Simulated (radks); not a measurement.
# Exchange and kinetic functionals tested on atomic densities: Ga²⁺, Lu³⁺, Cd, K, Lu⁺, Al³⁺

One table from this session's results is given with a row withheld; the runs are named, their logs left out.

Method: non-relativistic Kohn-Sham, LDA (Slater exchange, Perdew-Wang correlation), spin-polarised, spherical densities, point nucleus; open shells are filled with parallel spins first. Code: radks (a radial shooting solver on a logarithmic mesh, Libxc functionals) version 1.

## Starting point

| Item | Value |
| --- | --- |
| species | Ga²⁺ ([Ar] 3d10 4s1), Lu³⁺ ([Xe] 4f14), Cd ([Kr] 4d10 5s2), K ([Ar] 4s1), Lu⁺ ([Xe] 4f14 6s2), Al³⁺ ([Ne]) |

Set-up of the first run:

Settings of this run:

```text
Z 31
configuration [Ar] 3d10 4s1
relativity non-relativistic
functional lda,pw
spin polarised
nucleus point
```

Steps of the session up to this table: Ga²⁺, [Ar] 3d10 4s1.

One of the session's tables, all rows but one given; the rest of the session is left out.

Sizes of the orbitals, from the radial functions (bohr):

```
  level     <r>  outermost maximum (interpolated)  90 % within  nodes
  3s up  0.6642                             0.574        0.996      2
3s down  0.6638                             0.574        0.995      2
  3p up  0.6849                             0.571         1.06      1
3p down  0.6841                             0.571         1.05      1
  3d up  0.7981                             0.530         1.37      0
3d down  0.7907                             0.530         1.35      0
  4s up       ?                                 ?            ?      ?
4s down   2.096                              1.79         3.11      3
```

Estimate the missing values for 4s up.

As computed: <r>: 2.087; outermost maximum (interpolated): 1.80; 90 % within: 3.08; nodes: 3. In the column «<r>» it lies between 3d up (0.7981) and 4s down (2.096).
